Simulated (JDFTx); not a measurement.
**MgAu under changes of volume**

One of the cells (17.307 Å³/atom); the others are scaled copies at fixed shape and fractional positions:

```
CELL_PARAMETERS angstrom
3.25900 0.00000 0.00000
0.00000 3.25900 0.00000
0.00000 0.00000 3.25900
ATOMIC_POSITIONS crystal
Au 0.00000 0.00000 0.00000
Mg 0.50000 0.50000 0.50000
```

| Item | Value |
| --- | --- |
| Program | JDFTx 1.7.0 (patched build) |
| Functional | PBEsol |
| Potentials or basis | PseudoDojo-SR-PBEsol-0.4.1-standard with smoothed tails |
| Cutoff | 1143 eV |
| Density cutoff | 9143 eV |
| k mesh | 8 × 8 × 8 |
| Occupations | fermi-dirac, width 0.05 eV |
| Spin | no spin polarisation |

```csv
volume (Å³/atom),energy over the lowest point (meV/atom),pressure (GPa)
16.269,21.66,6.9
16.615,9.53,4.4
16.961,?,?
17.307,0.00,0.2
17.653,1.47,-1.5
17.999,6.47,-3.1
18.345,14.60,-4.4
```

Task: What does the run at 16.961 Å³/atom give?

Result: Energy over the lowest point 2.51 meV/atom; pressure 2.2 GPa.

Worked out: A Birch-Murnaghan fit of order 3 (a polynomial in V^(-2/3)) to the other rows has its minimum at 17.35 Å³/atom with B0 = V·E''(V) = 91 GPa and B' = 5.2. It gives 2.51 meV/atom at 16.961 Å³/atom, against the run's 2.51, and -dE/dV = 2.2 GPa, against 2.2.

Energies are extrapolated to zero smearing.
